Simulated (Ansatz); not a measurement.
# CH5NO2Sn: a ladder of functionals and wavefunction methods

An exercise on one series of results from a longer session: the logs are not shown, and one member is left open.

Computed with Ansatz 0.2.0, Gaussian basis. Level: functionals in def2-TZVPP, the program's frozen cores in correlated methods.

Levels to be run: PBE-D4, r2SCAN-D4, PBE0-D4, B3LYP-D4, ωB97X-V, ωB97M-V, B2PLYP; CCSD(T)/def2-TZVPP; MP2/def2-QZVPP; extrapolation to the limit.

## The relaxed structure

The geometry comes from an earlier relaxation with PBE0-D4 in a triple-zeta def2 set; it is a stationary point, not always the lowest conformer. Sn takes the def2 core potential; no spin-orbit term is included.

SMILES `O=C[NH][SnH2][OH]`, 10 atoms, charge 0, spin multiplicity 1.

Atoms are counted from 1 here; the program's logs count them from 0.

Bond lengths: O1–C2 1.223 Å, C2–N3 1.337 Å, C2–H6 1.103 Å, N3–Sn4 2.070 Å, N3–H7 1.008 Å, Sn4–O5 1.951 Å, Sn4–H8 1.702 Å, Sn4–H9 1.698 Å, O5–H10 0.963 Å. Angles: O1–C2–N3 121.5°, O1–C2–H6 121.7°, N3–C2–H6 116.9°, C2–N3–Sn4 109.9°, C2–N3–H7 119.0°, Sn4–N3–H7 131.0°, N3–Sn4–O5 107.5°, N3–Sn4–H8 105.1°, N3–Sn4–H9 108.7°, O5–Sn4–H8 105.2°, O5–Sn4–H9 113.8°, H8–Sn4–H9 115.9°, Sn4–O5–H10 108.7°.

The first run:

Input file in.yaml:

```yaml
crystal:
  periodic: [false, false, false]
  atoms:
    - {symbol: O, position_ang: [-1.415377, 0.919986, 0.461319]}
    - {symbol: C, position_ang: [-0.456064, 0.901081, 1.220390]}
    - {symbol: N, position_ang: [0.586943, 0.092361, 1.006557]}
    - {symbol: Sn, position_ang: [0.291825, -0.995721, -0.729938]}
    - {symbol: O, position_ang: [0.046173, 0.278030, -2.186708]}
    - {symbol: H, position_ang: [-0.410732, 1.547351, 2.113660]}
    - {symbol: H, position_ang: [1.376117, 0.137601, 1.631692]}
    - {symbol: H, position_ang: [1.787594, -1.746162, -1.042199]}
    - {symbol: H, position_ang: [-1.028020, -2.038893, -0.500503]}
    - {symbol: H, position_ang: [-0.695258, 0.853065, -1.971269]}
basis:
  gaussian: {orbitals: def2-TZVPP}
hamiltonian: {xc: pbe, dispersion: d4}
output: {forces: true, orbitals: {seedname: orbitals}}
```

Run with:

```
$ ansatz run in.yaml --threads 4 --pin off --events-out ev --progress --plain --max-ram 10444MiB
```

Among the steps run: PBE-D4 (GGA); r2SCAN-D4 (meta-GGA); PBE0-D4 (hybrid); B3LYP-D4 (hybrid); ωB97X-V (range-separated); ωB97M-V (range-separated); B2PLYP (double hybrid); CCSD(T) in def2-TZVPP; MP2 in def2-QZVPP.

One table of the session follows, with a row left open; its other results are not shown here.

It belongs to the step «Atomisation energies». 

| method | atoms, summed (eV) | atomisation energy (kJ/mol) |
| --- | --- | --- |
| PBE-D4 | -12492.608 | 3641.6 |
| r2SCAN-D4 | -12499.862 | 3536.5 |
| PBE0-D4 | -12494.115 | 3516.4 |
| B3LYP-D4 | -12503.475 | 3528.6 |
| ωB97X-V | -12498.100 | 3559.5 |
| ωB97M-V | -12497.379 | 3544.9 |
| B2PLYP | -12491.081 | 3491.1 |
| HF/def2-TZVPP | -12450.990 | 2294.9 |
| MP2/def2-TZVPP | -12470.281 | 3505.0 |
| CCSD/def2-TZVPP | -12472.095 | 3354.4 |
| CCSD(T)/def2-TZVPP | ? | ? |
| MP2/CBS | -12482.552 | 3628.8 |
| CCSD(T)/CBS | -12484.800 | 3557.0 |

**Question.** Estimate the row for CCSD(T)/def2-TZVPP.

The run gave: atoms, summed (eV): -12472.529; atomisation energy (kJ/mol): 3433.2. In the column «atoms, summed (eV)» it lies between MP2/CBS (-12482.552) and CCSD/def2-TZVPP (-12472.095).

Limits of these values: Free atoms (2 O, 1 C, 1 N, 1 Sn, 5 H) were run apart at each level; the atomisation energy is their sum less the molecule, without zero-point or spin-orbit terms.
